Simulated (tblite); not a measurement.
# CH8F2GeOSi2: the cost of one run

Computed with tblite 0.8.0 and PySCF 2.14.0; each step states its level. No surroundings beyond the atoms listed, unless a continuum is named. Atoms count from 0, parts from 1.

## 1. The system as given

15 atoms, charge -1, multiplicity 2; geometry: distance geometry start.

## 2. Geometry optimisation with GFN2-xTB

Job settings and geometry (Å):

```
{"job": {"kind": "relax", "xc": "GFN2-xTB", "basis": "xTB"}, "charge": -1, "multiplicity": 2}
Ge    -0.080671    -0.459459    -0.145634
Si    -1.489755    -0.086526     1.627560
C     -0.981718    -0.729804    -1.832079
Si     1.614598     1.121794    -0.221190
O      2.521110     0.898892     1.225199
F      2.655614     0.869592    -1.497637
F      0.975530     2.687113    -0.219379
H      0.650396    -1.824382     0.168997
H     -2.841763     0.215196     1.195830
H     -1.037584     1.041884     2.461112
H     -1.524834    -1.296459     2.492606
H     -0.192121    -0.837680    -2.619249
H     -1.554184    -1.680474    -1.730306
H     -1.694900     0.065583    -2.080423
H      3.011438     0.013552     1.153378
```

Method: GFN2-xTB geometry optimisation, gas phase.

Run with:

```
OMP_NUM_THREADS=1 python cluster_run.py task.json out
```

One launch serves the whole session: the jobs run in the order shown.

Q: Estimate the wall time of this first job on 1 thread of Arm Neoverse V2, shared host.

About 5 s.
